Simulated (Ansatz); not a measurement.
# RuTe (rocksalt): a single-point run

The task is a single-point run on RuTe (rocksalt). The structure is shown as the input types it.

Program: Ansatz 0.2.0. Level of theory: DFT r2SCAN, scalar-relativistic, plane waves, PAW. These are calculated values, not measurements.

## (1) The starting structure

Symmetry: Fm-3m, No. 225, cubic system. The conventional cell has a = 5.421 Å, b = 5.421 Å, c = 5.421 Å, α = 90.00°, β = 90.00°, γ = 90.00°. Around Ru (site symmetry m-3m) lie 6 Te at 2.71 Å. Te (site symmetry m-3m) is surrounded by 6 Ru at 2.71 Å.

The input asks for a charge of +4 e on the cell.

Structure file:

```
CELL_PARAMETERS angstrom
0.00000 2.71052 2.71052
2.71052 0.00000 2.71052
2.71052 2.71052 0.00000
ATOMIC_POSITIONS crystal
Ru 0.50000 0.50000 0.50000
Te 0.00000 0.00000 0.00000
```

## (2) Running it

Input file input.yaml:

```yaml
crystal:
  lattice:
    - [0.0, 2.7105248454, 2.7105248454]
    - [2.7105248454, 0.0, 2.7105248454]
    - [2.7105248454, 2.7105248454, 0.0]
  atoms:
    - { symbol: Ru, position: [0.5, 0.5, 0.5] }
    - { symbol: Te, position: [0.0, 0.0, 0.0] }
basis:
  ecutwfc: 500
  ecutrho_ratio: 4
kpoints:
  mp_grid: { grid: [12, 12, 12] }
hamiltonian:
  xc: r2scan
scf:
  occupations: { method: gaussian, width: 0.05 }
  max_iter: 50
output:
  forces: true
  stress: true
total_charge: 4
```

On the command line:

```console
> ansatz run input.yaml --threads 2 --pin off --max-ram 2662MiB --backend cpu --events-out ev --progress --plain --runs-dir out
```

Q: Will this input give a usable result? If not, why, and what should change?

The run converged and reported no error. It gives a pressure of 23 GPa, which is large; a structure far from rest gives such values too, whatever the setting.

Look at the input: total_charge is 4. The net charge is not the one intended, so the run treats another number of electrons.

To check: delete total_charge (the default then holds).
